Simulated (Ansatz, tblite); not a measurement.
**The cluster Mg2F4: a ladder of methods and basis sets**

The task here is to estimate one member of a computed series from the others.

Program: Ansatz 0.2.0, Gaussian basis. Level of theory: as each input shows. These are calculated values, not measurements.

The runs, in order: GFN1-xTB, GFN2-xTB, PBE-D4/def2-TZVP, r2SCAN-D4/def2-TZVP, BHLYP-D4/def2-TZVP, r2SCANh-D4/def2-TZVP, LDA/def2-TZVP, PBE-QIDH/def2-TZVP, ωB97X-V/def2-TZVP, HSE06-D4/def2-TZVP, LC-ωPBE/def2-TZVP, PBE-D4/def2-SVP, PBE0-D4/def2-SVP, HF/STO-3G, PBE0-D4/def2-TZVPD, PBE-D4/def2-TZVPD, r2SCAN-D4/def2-TZVPD, CCSD(T)/def2-SVP, MP2/def2-TZVP, RPA/def2-TZVP.

## The structure

The singlet was relaxed beforehand with PBE0-D4/def2-SVP. At that level it is the lowest of the isomers that a small search found.

6 atoms, charge 0, spin multiplicity 1.

Bond lengths: Mg1–F4 1.759 Å, Mg1–F5 1.904 Å, Mg1–F6 1.905 Å, Mg2–F3 1.758 Å, Mg2–F5 1.904 Å, Mg2–F6 1.905 Å. Angles: F4–Mg1–F5 139.6°, F4–Mg1–F6 139.5°, F5–Mg1–F6 80.9°, F3–Mg2–F5 139.4°, F3–Mg2–F6 139.7°, F5–Mg2–F6 80.9°, Mg1–F5–Mg2 99.2°, Mg1–F6–Mg2 99.1°.

PBE0-D4/def2-TZVP was run before; its log isn't repeated, and its numbers join the tables.

Set-up of the first run:

Tight binding, by tblite at 300 K electronic temperature and without a spin-polarisation term:

```python
tblite.interface.Calculator('GFN1-xTB', numbers, positions, charge=0, uhf=0).singlepoint()
```

Tight binding, by tblite at 300 K electronic temperature and without a spin-polarisation term:

```python
tblite.interface.Calculator('GFN2-xTB', numbers, positions, charge=0, uhf=0).singlepoint()
```

start.molden holds the orbitals of an earlier run on this state, given as this run's starting guess.

in.yaml

```yaml
crystal:
  periodic: [false, false, false]
  atoms:
    - {symbol: Mg, position_ang: [0.336391, 1.152122, -0.812595]}
    - {symbol: Mg, position_ang: [-0.328940, -1.153681, 0.813889]}
    - {symbol: F, position_ang: [-0.747878, -2.547669, 1.800515]}
    - {symbol: F, position_ang: [0.726492, 2.551891, -1.803527]}
    - {symbol: F, position_ang: [-0.132305, 0.732712, 0.984274]}
    - {symbol: F, position_ang: [0.146239, -0.735365, -0.982556]}
basis:
  gaussian: {orbitals: def2-TZVP, initial_orbitals: start.molden}
hamiltonian: {xc: pbe, dispersion: d4}
scf: {omitted_lower_state_checks: [starts]}
output: {orbitals: {seedname: orbitals}}
```

Command:

```
ansatz run in.yaml --threads 4 --pin off --events-out ev --progress --plain --max-ram 3916MiB
```

Steps of the session up to this table: PBE-D4/def2-TZVP; r2SCAN-D4/def2-TZVP; BHLYP-D4/def2-TZVP; r2SCANh-D4/def2-TZVP; LDA/def2-TZVP; PBE-QIDH/def2-TZVP; ωB97X-V/def2-TZVP; HSE06-D4/def2-TZVP; LC-ωPBE/def2-TZVP; PBE-D4/def2-SVP; PBE0-D4/def2-SVP; HF/STO-3G; PBE0-D4/def2-TZVPD; PBE-D4/def2-TZVPD; r2SCAN-D4/def2-TZVPD; CCSD(T)/def2-SVP; MP2/def2-TZVP; RPA/def2-TZVP.

One table of the session follows, with a row left open; its other results are not shown here.

```
               level  HOMO (eV)  LUMO (eV)  gap (eV)
           HF/STO-3G      -7.84      11.01     18.85
       LDA/def2-TZVP      -8.33      -2.93      5.39
     PBE-D4/def2-SVP      -7.87      -2.60      5.27
    PBE-D4/def2-TZVP      -8.04      -2.68      5.35
   PBE-D4/def2-TZVPD      -8.04      -2.65      5.40
 r2SCAN-D4/def2-TZVP          ?          ?         ?
r2SCAN-D4/def2-TZVPD      -8.41      -2.08      6.33
r2SCANh-D4/def2-TZVP      -9.16      -1.92      7.24
    PBE0-D4/def2-SVP      -9.84      -1.86      7.98
   PBE0-D4/def2-TZVP      -9.97      -1.92      8.05
  PBE0-D4/def2-TZVPD      -9.97      -1.88      8.08
  HSE06-D4/def2-TZVP      -9.55      -2.27      7.27
  BHLYP-D4/def2-TZVP     -11.95      -1.43     10.52
   LC-ωPBE/def2-TZVP     -12.91      -0.03     12.88
   ωB97X-V/def2-TZVP     -12.59      -0.22     12.37
```

Estimate the missing values for r2SCAN-D4/def2-TZVP.

**Answer.** HOMO (eV): -8.42; LUMO (eV): -2.14; gap (eV): 6.28. In the column «HOMO (eV)» it lies between r2SCANh-D4/def2-TZVP (-9.16) and r2SCAN-D4/def2-TZVPD (-8.41).
